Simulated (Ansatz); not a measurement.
# TiS (quintet): the correlation ladder, def2-TZVPP

An exercise on one series of results from a longer session: the logs are not shown, and one member is left open.

The runs use Ansatz 0.2.0, Gaussian basis; def2-TZVPP, core rule «outside noble gas», up to 14 orbitals frozen.

To be run: UHF; ROHF; CCSD(T) on UHF.

2 further runs of the same task are left out: 2 set aside as unsound or not needed.

### The geometry

The geometry is a PBE0/def2-TZVP stationary point (not a proven minimum) of the parent state, kept for this charge and spin.

2 atoms, charge 0, spin multiplicity 5.

Atoms are counted from 1 here; the program's logs count them from 0.

Bond lengths: Ti1–S2 2.066 Å.

The first run:

in.yaml reads:

```yaml
crystal:
  periodic: [false, false, false]
  atoms:
    - {symbol: Ti, position_ang: [0.000000, 0.000000, 0.000000]}
    - {symbol: S, position_ang: [0.000000, 0.000000, 2.066400]}
basis:
  gaussian: {orbitals: def2-TZVPP}
magnetization: {spin_polarized: true, initial_magnetization: 4}
hamiltonian: {xc: hf}
output: {orbitals: {seedname: orbitals}}
```

Command:

```console
ansatz run in.yaml --threads 1 --pin off --events-out ev --progress --plain --max-ram 4096MiB --backend cpu
```

Among the steps run: UHF; ROHF; CCSD(T) on UHF.

One table of the session follows, with a row left open; its other results are not shown here.

It belongs to the step «Misses and costs». 

```
  method  from UCCSD(T) (meV)
    ROHF              +6466.4
     UHF                    ?
    UMP2              +1118.9
   UCCSD               +297.5
UCCSD(T)                    0
```

**Question.** Estimate the row for UHF.

The run gave: from UCCSD(T) (meV): +6218.0. In the column «from UCCSD(T) (meV)» it lies between UMP2 (+1118.9) and ROHF (+6466.4).
